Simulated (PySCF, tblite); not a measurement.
**C4H9GeNSi: geometry, infrared bands and NMR shifts**

Wanted: the infrared bands and NMR shifts of C4H9GeNSi (`C#C[C@@H]1N[CH2][GeH2][SiH2]1`), by calculation.

Programs: tblite 0.8.0 and PySCF 2.14.0, with density-fitted response routines of our own. Each step states its level of theory. These are calculated values for one molecule in the gas phase, unless marked as measured. Atoms are numbered from 0 throughout.

**1. The starting structure**

16 atoms, charge 0, multiplicity 1; geometry from: force field or distance geometry start.

Bonds of the start (Å): C0–C1 1.22, C1–C2 1.45, C2–N3 1.48, N3–C4 1.47, C4–Ge5 1.95, Ge5–Si6 2.26, Si6–C2 1.87, C0–H7 1.06, C2–H8 1.11, N3–H9 1.06, C4–H10 1.12, C4–H11 1.11, Ge5–H12 1.54, Ge5–H13 1.55, Si6–H14 1.47, Si6–H15 1.46.

**2. Optimising the geometry with GFN2-xTB**

Job settings and geometry (Å):

```
{"job": {"kind": "relax", "xc": "GFN2-xTB", "basis": "xTB"}, "charge": 0, "multiplicity": 1}
C      3.332300     0.331500     0.562400
C      2.194600     0.305900     0.118900
C      0.840600     0.259600    -0.397400
N     -0.010900     1.274900     0.267500
C     -1.414700     1.149500    -0.145600
Ge    -2.024500    -0.691300     0.027900
Si     0.103400    -1.438800    -0.170500
H      4.316500     0.367800     0.949200
H      0.874200     0.483500    -1.487300
H      0.017900     1.102400     1.315500
H     -1.509500     1.460000    -1.217100
H     -2.058800     1.811400     0.466400
H     -2.933800    -1.115800    -1.139700
H     -2.580100    -0.964400     1.444900
H      0.549800    -2.043200     1.095300
H      0.295300    -2.283900    -1.342800
```

Started as:

```bash
OMP_NUM_THREADS=1 python probes_run.py task.json out
```

The driver reads the jobs from task.json and runs them one after another.

**Question.** This job is followed by: GFN2-xTB harmonic vibrations, gas phase; GIAO PBE0/pcSseg-1 NMR shielding, non-relativistic, gas phase. Predict these results of the whole session: strongest single infrared mode (GFN2-xTB); zero-point energy (GFN2-xTB); 13C shifts against TMS (PBE0/pcSseg-1); 1H shifts against TMS (PBE0/pcSseg-1); 15N shifts against NH3 (PBE0/pcSseg-1); 73Ge shifts against GeMe4 (PBE0/pcSseg-1); 29Si shifts against TMS (PBE0/pcSseg-1); surface potential, 1st and 99th percentile.

As calculated:

```
                                 quantity                                                      value
strongest single infrared mode (GFN2-xTB)                                      1960 cm⁻¹, 551 km/mol
             zero-point energy (GFN2-xTB)                                              68.7 kcal/mol
   13C shifts against TMS (PBE0/pcSseg-1)                                 89.2, 80.1, 44.5, 43.2 ppm
    1H shifts against TMS (PBE0/pcSseg-1)  4.07, 3.88, 3.70, 3.60, 3.55, 2.94, 2.41, 1.98, -0.55 ppm
   15N shifts against NH3 (PBE0/pcSseg-1)                                                   64.2 ppm
73Ge shifts against GeMe4 (PBE0/pcSseg-1)                                                   -250 ppm
  29Si shifts against TMS (PBE0/pcSseg-1)                                                  -62.4 ppm
    surface potential, 1st and 99th percentile                                         -1.46 V and 1.41 V
```

**Reading.** The optimisation took 43 steps and gained 0.433 eV; among the close pairs (by a distance rule), C2–Si6 changed most, from 1.865 to 1.956 Å. All 42 modes are real, so the xTB geometry is a minimum. The strongest single mode, at 1960 cm⁻¹, moves mainly H12 and H13. GFN2-xTB is a fitted tight-binding method: band positions and strengths are rough. Its intensities can rank the bands wrongly. At PBE0/pcSseg-1: The widest tensor belongs to C1: span 308 ppm, with a paramagnetic part of -156 ppm. Spin-orbit coupling is left out, which matters for shieldings and couplings at and beside the heavy atoms.
